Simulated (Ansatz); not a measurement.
# Bi3F: the cost of one run

Computed with Ansatz 0.2.0 (DFT PBE, scalar-relativistic, plane waves, PAW, unless a step's input says otherwise).

**1. The structure to begin with**

Symmetry: Cmmm, No. 65, orthorhombic system. The conventional cell has a = 3.808 Å, b = 5.204 Å, c = 10.543 Å, α = 90.00°, β = 90.00°, γ = 90.00°. Bi (site symmetry mm2) is surrounded by 10 Bi at 3.19 to 3.81 Å and 4 F at 3.31 to 3.76 Å. Bi (site symmetry mmm) has 14 Bi at 3.19 to 3.81 Å in its first shell of neighbours. F (site symmetry mmm) has 4 F at 3.22 Å and 4 Bi at 3.31 Å in its first shell of neighbours.

As a file:

```
CELL_PARAMETERS angstrom
1.90404 -2.60190 0.00000
1.90404 2.60190 0.00000
0.00000 0.00000 10.54309
ATOMIC_POSITIONS crystal
Bi 0.50000 0.50000 0.74271
Bi 0.00000 0.00000 0.50000
Bi 0.50000 0.50000 0.25729
F 0.00000 0.00000 0.00000
```

Recipe of the guess: species swapped into a database cell of ZnFe3 (Cmmm, No. 65), with F on the Zn sites and Bi on the Fe sites. Its size is a rough estimate.

**2. A first look at the guess**

File input.yaml:

```yaml
crystal:
  lattice:
    - [1.90403805, -2.60190455, 0.0]
    - [1.90403805, 2.60190455, 0.0]
    - [0.0, 0.0, 10.54308803]
  atoms:
    - { symbol: Bi, position: [0.5, 0.5, 0.74271399] }
    - { symbol: Bi, position: [0.0, 0.0, 0.5] }
    - { symbol: Bi, position: [0.5, 0.5, 0.25728601] }
    - { symbol: F, position: [0.0, 0.0, 0.0] }
basis:
  ecutwfc: 420
kpoints:
  mp_grid: { grid: [6, 6, 2] }
hamiltonian:
  xc: pbe
scf:
  occupations: { method: gaussian, width: 0.1 }
  lower_state_search: "off"
output:
  forces: true
  stress: true
  eigenvalues: true
```

The run is started by

```sh
$ ansatz run input.yaml --threads 1 --pin off --max-ram 2560MiB --backend cpu --events-out ev --progress --plain --runs-dir out
```

**Question.** How long does this run take on 1 thread of AMD EPYC 7B13 (Zen 3), shared host, and how much memory does it need?

About 3.6 s, with a peak of 0.43 GiB.
